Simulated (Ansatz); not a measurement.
What does this script print? It uses the Ansatz DFT code, driven from Python.

`energy.py`
```python
"""Single point of C2H6BCl2Si."""

from dataclasses import dataclass
from pathlib import Path
import json

import ansatz
import numpy as np
import pandas as pd


@dataclass(frozen=True)
class RunConfig:
    basis_set: str = "def2-SVP"
    xc: str = "pbe0"
    dispersion: str = "d3bj"


cfg = RunConfig()

GEOMETRY = """
C    -0.31510    1.69680    0.03490
Si    0.38000    0.07550   -0.57580
C    -1.00830   -1.15290   -0.79610
B     1.64940   -0.61110    0.71970
Cl    3.40240   -0.89450    0.22940
Cl    1.10070   -0.97920    2.43990
H    -0.82910    1.53720    1.00510
H     0.51000    2.42600    0.16890
H    -1.04000    2.09040   -0.70680
H    -0.59510   -2.11750   -1.15600
H    -1.73350   -0.76110   -1.53830
H    -1.52150   -1.30960    0.17500
"""

geometry = ansatz.Crystal.molecule()
for line in GEOMETRY.strip().splitlines():
    symbol, *xyz = line.split()
    geometry = geometry.atom(symbol, [float(v) for v in xyz])

model = (
    geometry.calculation()
    .basis(gaussian=cfg.basis_set)
    .functional(cfg.xc, dispersion=cfg.dispersion)
    .spin("collinear", total=1)
    .accuracy("medium")
    .forces()
    .orbitals()
)
out = model.run(runs_dir="runs")
report = out.report

for key in ("converged", "free_energy_ev", "reference_energy_ev", "n_frozen", "n_occupied", "n_virtual"):
    print(f"{key:22s} {report[key]}")

symbols = [site.symbol for site in geometry.cartesian_sites]
print("forces (eV/A)")
for symbol, f in zip(symbols, report["forces_ev_ang"]):
    print(f"  {symbol:2s} {f[0]:9.4f} {f[1]:9.4f} {f[2]:9.4f}")

charges = report["charge_distribution"]
table = pd.DataFrame({"atom": symbols, "mulliken": charges["mulliken_charges_e"], "lowdin": charges["lowdin_charges_e"]})
print(table.round(3).to_string())
print("dipole (e A):", np.round(charges["dipole_moment_e_ang"], 4) + 0.0)

lines = Path(report["orbitals_path"]).read_text().splitlines()
field_of = lambda key: [line.split("=")[1].strip() for line in lines if line.startswith(key)]
orbitals = [(27.211386 * float(e), s, float(n)) for e, s, n in zip(field_of("Ene="), field_of("Spin="), field_of("Occup="))]
homo = max(e for e, _, n in orbitals if n > 0.5)
lumo = min(e for e, _, n in orbitals if n < 0.5)
for e, spin, n in sorted(orbitals):
    if homo - 15 < e < lumo + 5:
        print(f"{spin:6s} {e:10.3f} eV  occupation {n:.0f}")
with open("c2h6bcl2si.json", "w") as handle:
    json.dump({k: report[k] for k in ("free_energy_ev", "reference_energy_ev", "n_occupied", "n_virtual")}, handle, indent=1)
```

Running `python energy.py` prints:
```text
converged              True
free_energy_ev         -35745.08146829242
reference_energy_ev    -35744.76094845508
n_frozen               0
n_occupied             [36, 35]
n_virtual              [90, 91]
forces (eV/A)
  C     0.0074    0.4707    0.0075
  Si   -0.5648    0.3491   -0.7286
  C    -0.1900   -0.3630   -0.2333
  B     1.9059   -0.9023    1.5056
  Cl   -1.6342    0.1627    0.8050
  Cl    0.7114    0.2721   -1.5270
  H     0.0988    0.1172   -0.1878
  H    -0.3723   -0.0517    0.0191
  H     0.1768    0.0169    0.2777
  H    -0.3153    0.1902    0.0898
  H     0.1144   -0.2283    0.2040
  H     0.0618   -0.0336   -0.2321
   atom  mulliken  lowdin
0     C    -0.339  -0.118
1    Si     0.265   0.216
2     C    -0.339  -0.118
3     B     0.128  -0.687
4    Cl    -0.115   0.277
5    Cl    -0.119   0.279
6     H     0.090   0.027
7     H     0.085   0.026
8     H     0.085   0.023
9     H     0.085   0.026
10    H     0.085   0.023
11    H     0.090   0.027
dipole (e A): [-0.2957  0.1031 -0.1069]
Alpha     -19.934 eV  occupation 1
Beta      -19.809 eV  occupation 1
Alpha     -19.084 eV  occupation 1
Beta      -19.030 eV  occupation 1
Alpha     -14.827 eV  occupation 1
Beta      -14.588 eV  occupation 1
Alpha     -12.902 eV  occupation 1
Beta      -12.627 eV  occupation 1
Alpha     -12.042 eV  occupation 1
Alpha     -11.869 eV  occupation 1
Beta      -11.860 eV  occupation 1
Beta      -11.831 eV  occupation 1
Alpha     -11.620 eV  occupation 1
Beta      -11.531 eV  occupation 1
Alpha     -11.377 eV  occupation 1
Beta      -11.349 eV  occupation 1
Alpha     -11.329 eV  occupation 1
Beta      -11.216 eV  occupation 1
Alpha     -10.315 eV  occupation 1
Beta      -10.300 eV  occupation 1
Alpha     -10.293 eV  occupation 1
Beta      -10.218 eV  occupation 1
Alpha      -9.309 eV  occupation 1
Beta       -9.303 eV  occupation 1
Alpha      -9.048 eV  occupation 1
Beta       -9.015 eV  occupation 1
Alpha      -8.973 eV  occupation 1
Beta       -8.851 eV  occupation 1
Alpha      -8.124 eV  occupation 1
Beta       -7.992 eV  occupation 1
Alpha      -5.690 eV  occupation 1
Alpha      -2.174 eV  occupation 0
Beta       -2.115 eV  occupation 0
Beta       -1.985 eV  occupation 0
Alpha       1.263 eV  occupation 0
Beta        1.494 eV  occupation 0
Alpha       1.721 eV  occupation 0
Beta        1.813 eV  occupation 0
Alpha       2.258 eV  occupation 0
Alpha       2.394 eV  occupation 0
Beta        2.642 eV  occupation 0
Beta        2.758 eV  occupation 0
```

It writes `c2h6bcl2si.json`:
```json
{
 "free_energy_ev": -35745.08146829242,
 "reference_energy_ev": -35744.76094845508,
 "n_occupied": [
  36,
  35
 ],
 "n_virtual": [
  90,
  91
 ]
}
```

What to keep in mind:
- These settings explore the input space; basis and method may be short of convergence.
- The geometry is a force-field or estimated start, not a minimum of this method, and the basis set is short of its limit.
- The species is open-shell (spin multiplicity 2).
- The Löwdin charges here are taken after orthogonalising the functions within each atom; they differ from plain Löwdin charges, and their signs can be unphysical.
- Total less reference energy is the dispersion correction.
- Levels such as HOMO and LUMO are orbital energies: with these approximate functionals they aren't the ionisation energy and electron affinity, and their gap isn't the fundamental gap.
- Finished in 14 s on 1 thread of Arm Neoverse V1 (shared host), peak memory 0.55 GiB.

(A comment or docstring line of the script was reworded after the run, the code is as it ran; lines on the test bed's own set-up are left out of the output.)
